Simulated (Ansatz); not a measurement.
Runs of Ansatz 0.2.0 on MnS. Symmetry: R-3m, No. 166, trigonal system. Conventional cell: a = 3.660 Å, b = 3.660 Å, c = 8.913 Å, α = 90.00°, β = 90.00°, γ = 120.00°. Mn (site symmetry -3m) has 6 S at 2.58 Å as nearest neighbours. S (site symmetry -3m) has 6 Mn at 2.58 Å as nearest neighbours. The cell is a database's computed one.

| cell | pressure (GPa) | moment (μB) |
| --- | --- | --- |
| relaxed | 0.0 | 3.41 |
| relaxed to 2 GPa | 2.0 | 3.38 |
| relaxed to 20 GPa | 20.0 | (b) |
| relaxed to 5 GPa | 5.0 | 3.19 |
| relaxed to 10 GPa | 10.0 | 3.09 |
| relaxed to 30 GPa | 30.0 | (a) |

Alike in all rows: task relaxation of cell and atoms; level LDA; potentials or basis all-electron LAPW, scalar-relativistic; spin collinear, ferromagnetic start; k mesh 7 × 7 × 7; smearing fermi-dirac 0.05 eV; basis error allowed 0.001 eV/atom.

**Question.** Estimate the missing entries.

**Answer.** (a) 2.29; (b) 2.89.

Caveats: the k mesh is thin for a metal, which can move the energy by tens of meV per atom; a cell with one magnetic atom can't hold antiferromagnetic order, which such compounds often take.

Runs at the PBE level aren't shown here.
